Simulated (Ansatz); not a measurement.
# GeH₂− (doublet): the correlation ladder at distance Ge1–H3 = 2.227 Å, aug-cc-pVDZ

Aim: climb from Hartree-Fock through coupled cluster and multireference methods for GeH₂− (doublet) at one geometry and basis, and see what each rung misses.

Computed with Ansatz 0.2.0, Gaussian basis. Level: aug-cc-pVDZ, core rule «outside noble gas», up to 14 orbitals frozen.

Plan: UHF; CCSD(T) on ROHF; CCSD(T) on UHF; BCCD(T) on ROHF; CISD as a restricted active space (open shells left free, so some higher excitations enter); CCSDT(Q) on ROHF; CCSDT(Q) on UHF; CCSDTQ on ROHF; CASSCF and MRCISD+Q, 3 electrons in 3 orbitals; CASSCF and NEVPT2, 3 electrons in 3 orbitals; CASSCF and MRCISD+Q, 7 electrons in 6 orbitals; CASSCF and NEVPT2, 7 electrons in 6 orbitals.

## (1) The system

The geometry derives from a PBE0/def2-TZVPD stationary point (not a proven minimum). One bond is set to the value named and the two fragments are kept rigid. No spin-orbit coupling is included. The filled d shell of Ge may be among the frozen orbitals whatever the setting's name suggests.

3 atoms, charge -1, spin multiplicity 2.

Atoms are counted from 1 here; the program's logs count them from 0.

Bond lengths: Ge1–H2 1.624 Å.

## (2) UHF

The input, in.yaml:

```yaml
crystal:
  periodic: [false, false, false]
  atoms:
    - {symbol: Ge, position_ang: [0.000000, -0.036453, -0.005802]}
    - {symbol: H, position_ang: [0.000000, 1.102342, -1.164230]}
    - {symbol: H, position_ang: [0.000000, 1.524749, 1.582335]}
basis:
  gaussian: {orbitals: aug-cc-pVDZ}
total_charge: -1
magnetization: {spin_polarized: true, initial_magnetization: 1}
hamiltonian: {xc: hf}
output: {orbitals: {seedname: orbitals}}
```

Run with:

```console
$ ansatz run in.yaml --threads 1 --pin off --events-out ev --progress --plain --max-ram 4096MiB --backend cpu
```

The runs that follow: CCSD(T) on ROHF; CCSD(T) on UHF; BCCD(T) on ROHF; CISD as a restricted active space (open shells left free, so some higher excitations enter); CCSDT(Q) on ROHF; CCSDT(Q) on UHF; CCSDTQ on ROHF; CASSCF and MRCISD+Q, 3 electrons in 3 orbitals; CASSCF and NEVPT2, 3 electrons in 3 orbitals; CASSCF and MRCISD+Q, 7 electrons in 6 orbitals; CASSCF and NEVPT2, 7 electrons in 6 orbitals.

Before running them: what should the planned runs give, taken together? Wanted: RCCSDTQ from the RHF energy; RMP2 from RCCSDTQ; UMP2 from RCCSDTQ; RCCSD from RCCSDTQ; RCCSD(T) from RCCSDTQ; UCCSD(T) from RCCSDTQ; RCCSDT(Q) from RCCSDTQ; UCCSDT(Q) from RCCSDTQ; NEVPT2 pair from RCCSDTQ.

The runs gave:

| quantity | value |
| --- | --- |
| RCCSDTQ from the ROHF energy | -3.8086 eV |
| RMP2 from RCCSDTQ | +21.94 kcal/mol |
| UMP2 from RCCSDTQ | +22.55 kcal/mol |
| RCCSD from RCCSDTQ | +3.70 kcal/mol |
| RCCSD(T) from RCCSDTQ | +0.85 kcal/mol |
| UCCSD(T) from RCCSDTQ | +0.84 kcal/mol |
| RCCSDT(Q) from RCCSDTQ | +0.03 kcal/mol |
| UCCSDT(Q) from RCCSDTQ | -0.02 kcal/mol |
| NEVPT2 pair from RCCSDTQ | +18.20 kcal/mol |
| MRCISD+Q pair from RCCSDTQ | -0.12 kcal/mol |
| NEVPT2 valence from RCCSDTQ | +18.47 kcal/mol |
| levels within 1 kcal/mol (43 meV) | RCCSD(T), UCCSD(T), BCCD(T), RCCSDT, UCCSDT, RCCSDT(Q), UCCSDT(Q), MRCISD+Q pair, MRCISD+Q valence |
| T1 diagnostic | 0.028 |
| effectively unpaired electrons | 1.06 |

What this shows: RCCSD(T) misses by +0.85 kcal/mol, 1.0 % of the correlation energy. One determinant dominates. Of the multireference levels listed MRCISD+Q valence comes nearest in total energy (+0.07 kcal/mol), which doesn't show that its space is the better one. These misses are within one basis, not against nature; the frozen cores of restricted and unrestricted runs differ, which can shift their rows.

With open shells the CI space here admits some higher excitations, so it is larger than plain CISD.
